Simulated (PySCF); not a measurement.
# TaS(NH2)3: geometry, NMR shifts and electronic excitations

Aim: predict the NMR shifts and electronic excitations of TaS(NH2)3 (`[NH2][Ta]([NH2])([NH2])=[S]`).

Programs: PySCF 2.14.0, with density-fitted response routines of our own. Each step states its level of theory. These are calculated values for one molecule in the gas phase, unless marked as measured. Atoms are numbered from 0 throughout.

**1. The molecule as given**

11 atoms, charge 0, multiplicity 1; geometry from: GFN2-xTB.

Bonds of the start (Å): Ta0–S1 2.24, Ta0–N2 1.99, Ta0–N5 1.99, Ta0–N8 1.99, N2–H3 1.02, N2–H4 1.02, N5–H6 1.02, N5–H7 1.02, N8–H9 1.02, N8–H10 1.02.

**2. Optimising the geometry at PBE0-D3(BJ)/def2-SVP**

Job settings and geometry (Å):

```
{"job": {"xc": "PBE0", "basis": "def2-SVP", "d3": "d3bj", "grid": 1, "maxiter": 40, "kind": "geom"}, "charge": 0, "multiplicity": 1}
Ta     0.003490     0.000610     0.284220
S      0.022390     0.015900     2.525820
N      1.928630    -0.018780    -0.226420
H      2.295420    -0.032080    -1.173260
H      2.725940    -0.015350     0.401990
N     -0.950770     1.677430    -0.211430
H     -1.335050     2.370160     0.423710
H     -1.144130     1.998120    -1.155710
N     -0.982620    -1.663480    -0.190880
H     -1.177480    -1.994810    -1.130920
H     -1.385800    -2.337730     0.452870
```

The log of the run:

```text
step   0  E = -622.65634416  max force = 0.063295
step   1  E = -622.66166127  max force = 0.031194
step   2  E = -622.66362088  max force = 0.002081
step   3  E = -622.66376256  max force = 0.001982
step   4  E = -622.66377159  max force = 0.001288
step   5  E = -622.66377697  max force = 0.000432
optimisation converged
```

Wall time 44 s (1 thread, shared host).

Step by step:

| step | energy from step 0 (eV) | largest force component (eV/Å) |
| --- | --- | --- |
| 0 | 0.0000 | 3.2548 |
| 1 | -0.1447 | 1.6041 |
| 2 | -0.1980 | 0.1070 |
| 3 | -0.2019 | 0.1019 |
| 4 | -0.2021 | 0.0662 |
| 5 | -0.2023 | 0.0222 |

Distances of close pairs at the start and the end, largest changes first:

| bond | before (Å) | after (Å) | change (Å) |
| --- | --- | --- | --- |
| Ta0–S1 | 2.242 | 2.173 | -0.069 |
| Ta0–N2 | 1.992 | 1.981 | -0.011 |
| Ta0–N5 | 1.992 | 1.982 | -0.010 |
| Ta0–N8 | 1.992 | 1.982 | -0.010 |
| N2–H3 | 1.015 | 1.017 | +0.002 |
| N8–H9 | 1.016 | 1.017 | +0.002 |
| N5–H7 | 1.016 | 1.017 | +0.001 |
| N5–H6 | 1.015 | 1.017 | +0.001 |

The final coordinates are the input of the step that follows.

| at the end point | value |
| --- | --- |
| point group (found at 0.08 Å tolerance) | C3v |
| rotational constants (GHz, main isotopes) | 2.767, 1.919, 1.917 |
| dipole moment (D) | 4.89 |

**3. Shielding tensors: PBE0/def2-TZVP+pcSseg-1**

Job settings and geometry (Å):

```
{"job": {"kind": "nmr", "xc": "PBE0", "basis": {"default": "pcSseg-1", "Ta": "def2-TZVP"}}, "charge": 0, "multiplicity": 1}
Ta     0.002619     0.002674     0.446564
S      0.018705     0.020957     2.619059
N      1.865976    -0.019613    -0.226228
H      2.140268    -0.032859    -1.205642
H      2.697579    -0.018119     0.358356
N     -0.921314     1.625478    -0.216682
H     -1.321424     2.347954     0.376270
H     -1.070152     1.870660    -1.192632
N     -0.949302    -1.612819    -0.194665
H     -1.094640    -1.865496    -1.169136
H     -1.368294    -2.318827     0.404726
```

Level: GIAO PBE0/pcSseg-1 Ta:def2-TZVP NMR shielding, scalar relativity only through core potentials, gas phase.

The log of the run:

```text
coarse grid: 45384 points
cycle   1  E = -622.4980280778  dE = -1.943e+01  |g| = 1.224e+00  |ddm| = 6.848e+00
cycle   2  E = -621.9855245913  dE =  5.125e-01  |g| = 1.693e+00  |ddm| = 3.104e+00
cycle   3  E = -622.8426946818  dE = -8.572e-01  |g| = 3.822e-01  |ddm| = 2.258e+00
cycle   4  E = -622.8802215785  dE = -3.753e-02  |g| = 1.611e-01  |ddm| = 4.869e-01
cycle   5  E = -622.8873615952  dE = -7.140e-03  |g| = 2.501e-02  |ddm| = 1.389e-01
cycle   6  E = -622.8875337627  dE = -1.722e-04  |g| = 8.888e-03  |ddm| = 3.003e-02
cycle   7  E = -622.8875488168  dE = -1.505e-05  |g| = 3.496e-03  |ddm| = 7.848e-03
cycle   8  E = -622.8875514458  dE = -2.629e-06  |g| = 8.398e-04  |ddm| = 2.582e-03
final grid: 92512 points
cycle   9  E = -622.8875728225  dE =  4.403e-07  |g| = 1.591e-03  |ddm| = 1.998e-03
cycle  10  E = -622.8875698095  dE =  3.013e-06  |g| = 3.725e-03  |ddm| = 4.142e-03
cycle  11  E = -622.8875733958  dE = -3.586e-06  |g| = 4.481e-04  |ddm| = 3.180e-03
cycle  12  E = -622.8875734524  dE = -5.655e-08  |g| = 3.920e-05  |ddm| = 3.819e-04
cycle  13  E = -622.8875734527  dE = -3.038e-10  |g| = 6.352e-06  |ddm| = 3.147e-05
converged SCF energy = -622.8875734527

GIAO shielding tensors (ppm)
atom      isotropic    diamagn.    paramagn.     s11        s22        s33       span
  0 Ta         nan         nan         nan        nan        nan        nan        nan
  1 S     -362.621    1061.530   -1424.151   -911.245   -910.113    733.494   1644.739
  2 N      137.201     316.093    -178.893    -26.697    205.275    233.024    259.721
  3 H       27.535      30.628      -3.092     24.900     27.140     30.566      5.667
  4 H       26.279      29.308      -3.029     24.152     24.758     29.926      5.774
  5 N      137.764     316.027    -178.263    -25.342    205.704    232.928    258.270
  6 H       26.282      29.299      -3.017     24.213     24.742     29.892      5.679
  7 H       27.558      30.609      -3.051     24.900     27.116     30.658      5.758
  8 N      137.278     316.101    -178.824    -26.613    205.300    233.146    259.760
  9 H       27.537      30.627      -3.090     24.900     27.137     30.573      5.673
 10 H       26.282      29.307      -3.025     24.154     24.767     29.925      5.771
```

It took 12 s on 1 thread, shared host.

The references, computed at this level on geometries of the same kind, shield at (ppm): 1H TMS 31.27, 15N NH3 265.7, 33S CS2 496. Their shielding less the atom's gives the shift. The references are single molecules in the gas phase, so shifts against H2O, NH3, PH3, H3PO4 or CFCl3 are not on the usual liquid scales and can be off by tens of ppm. Atoms listed in one row are averaged.

| atoms | environment | σ (ppm) | δ (ppm) |
| --- | --- | --- | --- |
| H3, H4, H6, H7, H9, H10 | hydrogen on a nitrogen bonded to Ta | 26.91 | 4.35 |
| S1 | sulfur bonded to Ta | -363 | 858 |
| N2, N5, N8 | nitrogen bonded to Ta, 2 H | 137.4 | 128.3 |

Atoms past Kr carry core potentials, so their printed shieldings have no meaning and are left out of the table.

Charges from the same density, by scheme (e):

| atoms | Mulliken | ESP fit |
| --- | --- | --- |
| Ta0 | 0.89 | 1.45 |
| S1 | -0.34 | -0.47 |
| N2, N5, N8 | -0.59 | -1.18 |

Mayer bond orders: Ta0–S1 2.27, Ta0–N2 1.18, Ta0–N5 1.18, Ta0–N8 1.18.

With diffuse functions Mulliken charges and Mayer bond orders lose their meaning; the other schemes are steadier.

**4. Excited states and response: CAM-B3LYP/def2-SVPD**

Same as in step 3 but for these lines:

```diff
@@ -1,2 +1,2 @@
-{"job": {"kind": "nmr", "xc": "PBE0", "basis": {"default": "pcSseg-1", "Ta": "def2-TZVP"}}, "charge": 0, "multiplicity": 1}
+{"job": {"kind": "uv", "xc": "CAM-B3LYP", "basis": "def2-SVPD", "ip": true, "nstates": 10}, "charge": 0, "multiplicity": 1}
 Ta     0.002619     0.002674     0.446564
```

Level: TDDFT CAM-B3LYP/def2-SVPD, vertical, gas phase, core orbitals frozen in the response.

The log of the run:

```text
coarse grid: 45384 points
cycle   1  E = -622.3359733661  dE = -1.241e+01  |g| = 1.468e+00  |ddm| = 9.811e+00
cycle   2  E = -622.0271944335  dE =  3.088e-01  |g| = 1.686e+00  |ddm| = 4.741e+00
cycle   3  E = -622.8887167186  dE = -8.615e-01  |g| = 2.145e-01  |ddm| = 3.271e+00
cycle   4  E = -622.8983360812  dE = -9.619e-03  |g| = 1.426e-01  |ddm| = 5.681e-01
cycle   5  E = -622.9043498592  dE = -6.014e-03  |g| = 2.489e-02  |ddm| = 2.191e-01
cycle   6  E = -622.9045068001  dE = -1.569e-04  |g| = 8.364e-03  |ddm| = 5.975e-02
cycle   7  E = -622.9045237542  dE = -1.695e-05  |g| = 4.012e-03  |ddm| = 1.258e-02
cycle   8  E = -622.9045287654  dE = -5.011e-06  |g| = 7.844e-04  |ddm| = 5.886e-03
final grid: 92512 points
cycle   9  E = -622.9045069123  dE = -2.842e-07  |g| = 6.163e-04  |ddm| = 4.415e-03
cycle  10  E = -622.9045068189  dE =  9.343e-08  |g| = 9.250e-04  |ddm| = 2.424e-03
cycle  11  E = -622.9045070601  dE = -2.413e-07  |g| = 1.683e-04  |ddm| = 1.573e-03
cycle  12  E = -622.9045070699  dE = -9.737e-09  |g| = 6.177e-05  |ddm| = 2.991e-04
cycle  13  E = -622.9045070729  dE = -3.014e-09  |g| = 3.513e-05  |ddm| = 2.547e-04
cycle  14  E = -622.9045070732  dE = -3.688e-10  |g| = 4.562e-06  |ddm| = 6.458e-05
converged SCF energy = -622.9045070732

Static polarisability (au): isotropic 91.469, principal 84.804 84.866 104.739

Singlet excitations
state   eV       nm        f      main configurations
  1   4.5834    270.5   0.00000   H->L 0.47, H-1->L+1 0.46
  2   4.8081    257.9   0.00019   H-1->L 0.47, H->L+1 0.46
  3   4.8089    257.8   0.00016   H-1->L+1 0.47, H->L 0.45
  4   5.0887    243.6   0.00001   H-2->L+2 0.77, H-2->L+3 0.16
  5   5.1879    239.0   0.01241   H-2->L 0.65, H->L+2 0.15, H->L+3 0.10
  6   5.1936    238.7   0.01104   H-2->L+1 0.62, H-1->L+2 0.19, H-1->L+3 0.12
  7   5.2852    234.6   0.02752   H->L+2 0.42, H-2->L 0.27, H->L+3 0.24
  8   5.2868    234.5   0.02922   H-1->L+2 0.40, H-2->L+1 0.29, H-1->L+3 0.23
  9   5.5334    224.1   0.04846   H->L+1 0.31, H-1->L 0.31, H-3->L+2 0.20
 10   5.6729    218.6   0.00042   H-3->L 0.95

Triplet excitations (Tamm-Dancoff, eV): 4.0473 4.2925 4.2927 4.6023
Vertical ionisation energy (delta-SCF) = 9.1089 eV
```

Run time: 68 s. Hardware: 1 thread, shared host.

Frontier orbitals and where they lie:

| orbital | eV | atoms |
| --- | --- | --- |
| HOMO−3 | -9.49 | S1 73 %, Ta0 25 % |
| HOMO−2 | -8.49 | N5 28 %, N2 26 %, N8 26 % |
| HOMO−1 | -8.44 | S1 71 %, Ta0 21 % |
| HOMO | -8.44 | S1 71 %, Ta0 21 % |
| LUMO | 0.21 | Ta0 55 %, S1 23 %, N2 6 % |
| LUMO+1 | 0.21 | Ta0 55 %, S1 23 %, N2 6 % |
| LUMO+2 | 0.22 | Ta0 50 %, S1 13 %, N8 6 % |

With each of the 10 states as a Gaussian band of 0.4 eV half-width at 1/e, the curve within the window shown has maxima at 232 nm (ε 4,700) L/(mol cm). Beyond the last state computed it falls off for lack of states. The curve at chosen wavelengths:

nm, ε (L/mol/cm) and a bar:
```
      208        738 #####
      212       1372 #########
      216       2202 ##############
      220       3108 ####################
      224       3917 #########################
      229       4548 #############################
      233       4638 ##############################
      237       4362 ############################
      241       3807 #########################
      245       3101 ####################
      249       2370 ###############
      253       1707 ###########
      257       1165 ########
      262        675 ####
      266        416 ###
      270        246 ##
      274        141 #
      278         79 #
      282         43 
      286         23 
      290         12 
      295          5 
      299          3 
      303          1 
      307          1 
      311          0
```

Ground-state properties from the same run:

| property | computed |
| --- | --- |
| dipole moment (D) | 4.73 |
| polarisability (Å³) | 13.55 |
| HOMO–LUMO gap (eV) | 8.65 |
| −ε(HOMO) (eV) | 8.44 |

**5. Shielding tensors: B3LYP/def2-TZVP+pcSseg-1**

Same as in step 4 but for these lines:

```diff
@@ -1,2 +1,2 @@
-{"job": {"kind": "uv", "xc": "CAM-B3LYP", "basis": "def2-SVPD", "ip": true, "nstates": 10}, "charge": 0, "multiplicity": 1}
+{"job": {"kind": "nmr", "xc": "B3LYP", "basis": {"default": "pcSseg-1", "Ta": "def2-TZVP"}, "pop": false}, "charge": 0, "multiplicity": 1}
 Ta     0.002619     0.002674     0.446564
```

With the program's defaults for keys left out, this is: GIAO B3LYP/pcSseg-1 Ta:def2-TZVP NMR shielding, scalar relativity only through core potentials, gas phase.

The log of the run:

```text
coarse grid: 45384 points
cycle   1  E = -622.8247906418  dE = -1.933e+01  |g| = 1.313e+00  |ddm| = 6.855e+00
cycle   2  E = -622.1137491079  dE =  7.110e-01  |g| = 1.921e+00  |ddm| = 3.506e+00
cycle   3  E = -623.2309309013  dE = -1.117e+00  |g| = 3.839e-01  |ddm| = 2.626e+00
cycle   4  E = -623.2622043402  dE = -3.127e-02  |g| = 2.220e-01  |ddm| = 5.577e-01
cycle   5  E = -623.2763485388  dE = -1.414e-02  |g| = 3.491e-02  |ddm| = 1.974e-01
cycle   6  E = -623.2766167866  dE = -2.682e-04  |g| = 1.719e-02  |ddm| = 3.796e-02
cycle   7  E = -623.2766825468  dE = -6.576e-05  |g| = 3.276e-03  |ddm| = 1.299e-02
cycle   8  E = -623.2766846953  dE = -2.148e-06  |g| = 8.796e-04  |ddm| = 2.622e-03
final grid: 92512 points
cycle   9  E = -623.2766881277  dE =  4.875e-07  |g| = 1.644e-03  |ddm| = 2.108e-03
cycle  10  E = -623.2766837158  dE =  4.412e-06  |g| = 4.329e-03  |ddm| = 4.748e-03
cycle  11  E = -623.2766887595  dE = -5.044e-06  |g| = 4.727e-04  |ddm| = 3.723e-03
cycle  12  E = -623.2766888180  dE = -5.845e-08  |g| = 8.149e-05  |ddm| = 4.063e-04
cycle  13  E = -623.2766888194  dE = -1.453e-09  |g| = 9.381e-06  |ddm| = 6.281e-05
cycle  14  E = -623.2766888195  dE = -2.319e-11  |g| = 2.726e-06  |ddm| = 1.143e-05
converged SCF energy = -623.2766888195

GIAO shielding tensors (ppm)
atom      isotropic    diamagn.    paramagn.     s11        s22        s33       span
  0 Ta         nan         nan         nan        nan        nan        nan        nan
  1 S     -394.930    1061.972   -1456.902   -952.413   -951.347    718.970   1671.383
  2 N      133.460     315.213    -181.753    -30.645    201.837    229.187    259.833
  3 H       27.723      30.697      -2.974     25.256     27.448     30.464      5.208
  4 H       26.426      29.426      -3.000     24.424     24.979     29.875      5.451
  5 N      134.035     315.144    -181.110    -29.264    202.276    229.091    258.355
  6 H       26.429      29.417      -2.988     24.486     24.962     29.840      5.354
  7 H       27.746      30.678      -2.933     25.257     27.425     30.555      5.298
  8 N      133.545     315.220    -181.675    -30.547    201.862    229.320    259.868
  9 H       27.724      30.696      -2.972     25.256     27.445     30.471      5.215
 10 H       26.429      29.424      -2.995     24.425     24.989     29.874      5.449
```

Run time: 12 s. Hardware: 1 thread, shared host.

This run: δ S1 880, N2 129.9, H3 4.30 ppm (means over like atoms).

**6. Run by run: NMR shifts**

Shifts (ppm), means over like atoms, with basis size and wall time:

| run | H3 | S1 | N2 | functions | time |
| --- | --- | --- | --- | --- | --- |
| PBE0/def2-TZVP+pcSseg-1 | 4.35 | 858 | 128.3 | 145 | 12 s |
| B3LYP/def2-TZVP+pcSseg-1 | 4.30 | 880 | 129.9 | 145 | 12 s |

**7. Results**

| quantity | value |
| --- | --- |
| point group | C3v |
| rotational constants (main isotopes) | 2.77, 1.92, 1.92 GHz |
| 1H shifts against TMS (PBE0/def2-TZVP+pcSseg-1, means over atoms taken as alike) | 4.35 ppm |
| 33S shifts against CS2 (PBE0/def2-TZVP+pcSseg-1) | 858 ppm |
| 15N shifts against NH3 (PBE0/def2-TZVP+pcSseg-1, means over atoms taken as alike) | 128.3 ppm |
| lowest singlet (CAM-B3LYP/def2-SVPD) | 4.58 eV (271 nm), f = 0.000 |
| brightest single state of those computed | state 9, 5.53 eV, f = 0.048 |
| lowest triplet | 4.05 eV |
| range of the shift of S1 | 858 to 880 ppm |

**Reading.** Relaxing lowered the energy by 0.202 eV in 5 steps; the close pair that moved most is Ta0–S1, from 2.242 to 2.173 Å. At PBE0/def2-TZVP+pcSseg-1: The widest tensor belongs to S1: span 1645 ppm, with a paramagnetic part of -1424 ppm. The first singlet state (HOMO→LUMO 0.47, HOMO−1→LUMO+1 0.46) lies at 4.58 eV and is dark; of the 10 states computed, the strongest absorption comes from states 7 to 8 together at 5.29 eV. The lowest triplet lies 0.54 eV below the lowest singlet (triplets in Tamm-Dancoff, singlets in full TDDFT). Spin-orbit coupling, left out, mixes singlets and triplets in elements this heavy. Across the 2 runs the shift of S1 moves most, between 858 (PBE0/def2-TZVP+pcSseg-1) and 880 ppm (B3LYP/def2-TZVP+pcSseg-1). Spin-orbit coupling is left out, which matters for shieldings and couplings at and beside the heavy atoms.
